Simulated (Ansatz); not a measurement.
# Na: stress in a strained cell

Aim: deform Na (zz strain of +1 %) and compute stress, forces and field gradients with LAPW, PAW and all-electron datasets made for the crystal.

Computed with Ansatz 0.2.0 (DFT LDA, scalar-relativistic, unless a step's input says otherwise).

## (1) The structure to begin with

It takes space group P6_3/mmc (No. 194, hexagonal). The conventional cell has a = 3.767 Å, b = 3.767 Å, c = 6.154 Å, α = 90.00°, β = 90.00°, γ = 120.00°. Na (site symmetry -6m2) is surrounded by 12 Na at 3.77 Å.

As a file:

```
Na
1.0
     3.76700    0.00000    0.00000
    -1.88350    3.26232    0.00000
     0.00000    0.00000    6.15400
Na
2
Cartesian
  0.0000 2.1749 1.5385
  1.8835 1.0874 4.6155
```

Atoms are numbered in the order of the input: Na1, Na2.

## (2) After the deformation

Space group P6_3/mmc before, P6_3/mmc after.

## (3) Full-potential LAPW

Input file input.yaml:

```yaml
crystal:
  lattice:
    - [3.7670009976, 0.0, 0.0]
    - [-1.8835004988, 3.26231856, 0.0]
    - [0.0, 0.0, 6.21554]
  atoms:
    - { symbol: Na, position: [0.3333333333, 0.6666666667, 0.25] }
    - { symbol: Na, position: [0.6666666667, 0.3333333333, 0.75] }
kpoints:
  mp_grid: { grid: [11, 11, 6] }
  band_path:
    path:
      - [0.0, 0.0, 0.0]
      - [0.5, 0.0, 0.0]
      - [0.3333333333, 0.3333333333, 0.0]
      - [0.0, 0.0, 0.0]
      - [0.0, 0.0, 0.5]
      - [0.5, 0.0, 0.5]
      - [0.3333333333, 0.3333333333, 0.5]
      - [0.0, 0.0, 0.5]
      - [0.5, 0.0, 0.5]
    npoints: 5
scf:
  occupations: { method: fermi_dirac, width: 0.05 }
hamiltonian:
  xc: lda
  pseudopotentials: { kind: all_electron, lapw: { basis_error: 0.0005 } }
output:
  forces: true
  stress: true
  eigenvalues: true
```

Command:

```bash
$ ansatz run input.yaml --threads 1 --pin off --max-ram 3072MiB --backend cpu --events-out ev --progress --plain --runs-dir out
```

## (4) PAW on the default files

Input file input.yaml:

```yaml
crystal:
  lattice:
    - [3.7670009976, 0.0, 0.0]
    - [-1.8835004988, 3.26231856, 0.0]
    - [0.0, 0.0, 6.21554]
  atoms:
    - { symbol: Na, position: [0.3333333333, 0.6666666667, 0.25] }
    - { symbol: Na, position: [0.6666666667, 0.3333333333, 0.75] }
kpoints:
  mp_grid: { grid: [11, 11, 6] }
scf:
  occupations: { method: fermi_dirac, width: 0.05 }
hamiltonian:
  xc: lda
  pseudopotentials: { kind: paw }
output:
  forces: true
  stress: true
  eigenvalues: true
  efg: { contact_densities: true }
```

## (5) Datasets made for this crystal

Changes to input.yaml since step 4:

```diff
@@ -14,3 +14,3 @@
   xc: lda
-  pseudopotentials: { kind: paw }
+  pseudopotentials: { kind: all_electron, datasets: crystal }
 output:
```

(Steps that only read results are left out.)

Q: Predict the outcome of this session. Wanted: pressure; largest shear or deviatoric stress.

The runs gave:

```
                                 quantity                                              value
                                 pressure  LAPW -0.95, PAW -0.94, crystal datasets -0.95 GPa
largest shear or deviatoric stress (LAPW)                                           0.13 GPa
```

**Reading.** The largest part of the stress beyond the pressure is 0.13 GPa in size, in the zz component; the atoms are carried along and not relaxed. No run of the undeformed cell stands beside it, so the pressure holds what the given cell had before the change. PAW: stress within 0.01 GPa of LAPW. Crystal datasets: stress within 0.01 GPa of LAPW.
